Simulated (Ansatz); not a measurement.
# TlPd3, space group P4/mmm: the orbital character of the bands

With Ansatz's Python interface.

The script reads `POSCAR`:
```text
TlPd3
1.0
   4.04772495    0.00000000    0.00000000
   0.00000000    4.04772495    0.00000000
   0.00000000    0.00000000    4.06539534
Tl Pd
1 3
Direct
   0.00000000    0.00000000    0.00000000
   0.50000000    0.50000000    0.00000000
   0.50000000    0.00000000    0.50000000
   0.00000000    0.50000000    0.50000000
```

Notebook, run cell by cell (the value of a cell's last expression is shown):

In [1]:
```python
from pathlib import Path

import ansatz as az
from ase.io import read
import pandas as pd
```

In [2]:
```python
XC = "PBEsol"
CUTOFF = 470
MESH = (5, 5, 5)
WIDTH_EV = 0.1
TOLERANCE = 1e-08
```

In [3]:
```python
atoms = read("POSCAR", format="vasp")
tlpd3 = az.Crystal.from_ase(atoms)
```

In [4]:
```python
points = {"G": (0.0, 0.0, 0.0), "X": (0.0, 0.5, 0.0), "M": (0.5, 0.5, 0.0), "Z": (0.0, 0.0, 0.5), "R": (0.0, 0.5, 0.5)}
calculation = (
    tlpd3.calculation()
    .functional(XC)
    .basis(CUTOFF)
    .kpoints(*MESH, center="gamma")
    .occupations(az.OccupationsMethod.FERMI_DIRAC, width=WIDTH_EV)
    .scf(tolerance=TOLERANCE)
    .band_structure(list(points.values()), intervals=1)
    .fat_bands()
)
planned = calculation.session().plan(threads=1)
facts = planned.describe()
print("plan:", facts["n_bands"], "bands,", len(facts["kpoints_frac"]), "k-points, plane waves", facts["n_pw_range"], "grid", facts["fft_dense"])
out = planned.execute()
summary = out.report
```
```text
plan: 41 bands, 18 k-points, plane waves [1522, 1552] grid [30, 30, 30]
```

In [5]:
```python
{key: value for key, value in summary.items() if isinstance(value, (int, float)) and "ev" in key}
```
Out [5]:
```text
{'gap_by_band_count_ev': -1.47350803627425,
 'fermi_energy_ev': 17.498550358003225,
 'harris_foulkes_ev': -32016.48339243623,
 'free_energy_ev': -32016.483392436032,
 'internal_energy_ev': -32016.389347972436,
 'lagrangian_ev': -32016.483392436032,
 'energy_sigma0_ev': -32016.436370204232,
 'lagrangian_sigma0_ev': -32016.436370204232,
 'lagrangian_above_aufbau_ev': -0.048993472100558676,
 'entropy_ts_ev': 0.09404446359642737,
 'loop_fermi_energy_ev': 17.498550358003225,
 'occupations_fermi_energy_ev': 17.49855035801702}
```

In [6]:
```python
summary["n_electrons"]
```
Out [6]:
```text
67.0
```

In [7]:
```python
file = Path(out.write_results("results")) / "fatbands.tsv"
names = file.read_text().splitlines()[0].lstrip("# ").split("\t")
table = pd.read_csv(file, sep="\t", comment="#", names=names)
near = table[table.e_minus_ef.abs() < 3]
for ik, label in enumerate(points):
    print(label)
    for _, row in near[near.ik == ik].iterrows():
        main = row[names[4:]].astype(float).nlargest(2)
        print(f"   band {int(row.band):3d} {row.e_minus_ef:7.3f} eV  " + ", ".join(f"{k} {v:.2f}" for k, v in main.items()))
```
```text
G
   band  24  -1.497 eV  pd1_l2_4D 0.88, pd2_l2_4D 0.05
   band  25  -1.486 eV  pd2_l2_4D 0.78, pd3_l2_4D 0.15
   band  26  -1.486 eV  pd3_l2_4D 0.78, pd2_l2_4D 0.15
   band  27  -0.734 eV  pd1_l2_4D 0.64, pd2_l2_4D 0.18
   band  28  -0.708 eV  pd2_l2_4D 0.48, pd3_l2_4D 0.48
   band  29  -0.276 eV  pd2_l2_4D 0.33, pd3_l2_4D 0.33
   band  30   0.102 eV  pd1_l2_4D 0.50, pd2_l2_4D 0.31
   band  31   0.102 eV  pd1_l2_4D 0.50, pd3_l2_4D 0.31
   band  32   0.127 eV  pd2_l2_4D 0.50, pd3_l2_4D 0.50
   band  33   1.150 eV  tl0_l1_6P 0.87, pd2_l1_4P 0.00
   band  34   1.222 eV  tl0_l1_6P 0.87, pd1_l1_4P 0.00
   band  35   1.222 eV  tl0_l1_6P 0.87, pd1_l1_4P 0.00
X
   band  23  -2.439 eV  pd2_l2_4D 0.97, tl0_l2_5D 0.03
   band  24  -2.265 eV  pd2_l2_4D 0.98, tl0_l2_5D 0.01
   band  25  -2.262 eV  pd2_l2_4D 0.98, tl0_l2_5D 0.01
   band  26  -2.119 eV  pd1_l2_4D 0.40, pd3_l2_4D 0.39
   band  27  -1.733 eV  pd2_l2_4D 0.96, tl0_l2_5D 0.04
   band  28  -1.587 eV  pd3_l2_4D 0.62, pd1_l2_4D 0.38
   band  29  -1.578 eV  pd1_l2_4D 0.61, pd3_l2_4D 0.38
   band  30  -1.495 eV  pd2_l2_4D 0.90, tl0_l0_6S 0.06
   band  31  -1.396 eV  pd3_l2_4D 0.50, pd1_l2_4D 0.49
   band  32  -0.715 eV  pd3_l2_4D 0.50, pd1_l2_4D 0.50
   band  33   0.104 eV  pd3_l2_4D 0.50, pd1_l2_4D 0.50
M
   band  24  -2.687 eV  pd1_l2_4D 0.84, tl0_l2_5D 0.00
   band  25  -2.178 eV  pd1_l2_4D 0.98, tl0_l2_5D 0.01
   band  26  -2.178 eV  pd1_l2_4D 0.98, tl0_l2_5D 0.01
   band  27  -1.854 eV  pd1_l2_4D 1.00, pd2_l1_4P 0.00
   band  28  -1.751 eV  pd3_l2_4D 0.87, pd2_l2_4D 0.13
   band  29  -1.751 eV  pd2_l2_4D 0.87, pd3_l2_4D 0.13
   band  30  -1.374 eV  pd2_l2_4D 0.50, pd3_l2_4D 0.50
   band  31  -1.195 eV  pd2_l2_4D 0.50, pd3_l2_4D 0.50
   band  32  -0.539 eV  pd1_l2_4D 0.69, tl0_l0_6S 0.25
   band  33  -0.038 eV  pd1_l2_4D 0.15, tl0_l2_5D 0.01
   band  34   1.316 eV  tl0_l1_6P 0.41, pd2_l2_4D 0.29
   band  35   1.316 eV  tl0_l1_6P 0.41, pd3_l2_4D 0.29
Z
   band  23  -2.445 eV  pd1_l2_4D 0.97, tl0_l2_5D 0.03
   band  24  -2.263 eV  pd1_l2_4D 0.98, tl0_l2_5D 0.01
   band  25  -2.263 eV  pd1_l2_4D 0.98, tl0_l2_5D 0.01
   band  26  -2.146 eV  pd2_l2_4D 0.40, pd3_l2_4D 0.40
   band  27  -1.736 eV  pd1_l2_4D 0.96, tl0_l2_5D 0.04
   band  28  -1.564 eV  pd3_l2_4D 0.59, pd2_l2_4D 0.41
   band  29  -1.564 eV  pd2_l2_4D 0.59, pd3_l2_4D 0.41
   band  30  -1.516 eV  pd1_l2_4D 0.90, tl0_l0_6S 0.06
   band  31  -1.398 eV  pd2_l2_4D 0.49, pd3_l2_4D 0.49
   band  32  -0.693 eV  pd2_l2_4D 0.50, pd3_l2_4D 0.50
   band  33   0.129 eV  pd2_l2_4D 0.50, pd3_l2_4D 0.50
R
   band  24  -2.689 eV  pd3_l2_4D 0.84, tl0_l2_5D 0.00
   band  25  -2.170 eV  pd3_l2_4D 0.99, tl0_l2_5D 0.01
   band  26  -2.164 eV  pd3_l2_4D 0.99, tl0_l2_5D 0.01
   band  27  -1.850 eV  pd3_l2_4D 1.00, pd2_l1_4P 0.00
   band  28  -1.771 eV  pd1_l2_4D 0.99, pd2_l2_4D 0.01
   band  29  -1.757 eV  pd2_l2_4D 0.99, pd1_l2_4D 0.01
   band  30  -1.392 eV  pd2_l2_4D 0.50, pd1_l2_4D 0.49
   band  31  -1.210 eV  pd2_l2_4D 0.50, pd1_l2_4D 0.50
   band  32  -0.553 eV  pd3_l2_4D 0.70, tl0_l0_6S 0.25
   band  33  -0.061 eV  pd3_l2_4D 0.15, tl0_l2_5D 0.01
   band  34   1.291 eV  tl0_l1_6P 0.41, pd2_l2_4D 0.30
   band  35   1.293 eV  tl0_l1_6P 0.41, pd1_l2_4D 0.30
```

Notes:
- Absolute energies stand on the zero of these potentials, so only differences at equal settings mean something. A total without «per atom» is that of the cell as typed.
- The run is spin-unpolarised.
- For a metal this k-point mesh is coarse: on a finer one energies can move by several to tens of meV an atom and pressures by half a GPa or more, differences at one mesh by less.
- An absolute Fermi energy rests on an arbitrary zero of the periodic potential and has no direct meaning.
- Within a few hundredths of an angstrom the cell has the higher group Pm-3m; the lower one is a small distortion.
- A gap by band count of zero or less means overlapping bands, a metal, and at an odd count of electrons it is no gap at all.
- The structure comes from a database of computed cells and needn't be a stable or known phase.
- Levels are Kohn-Sham eigenvalues on this mesh, without spin-orbit coupling.
- Energies are less the Fermi level and bands count from 0. Only the largest channels are printed, equivalent atoms hold more, and in degenerate sets the split between sites is arbitrary; shells that the potentials lack have no channel.
- It ran for 3 s on 1 thread of Intel(R) Xeon(R) 6975P-C (Granite Rapids), on a shared host, peak memory 0.51 GiB.

(Lines on the test bed's own set-up are left out of the output.)
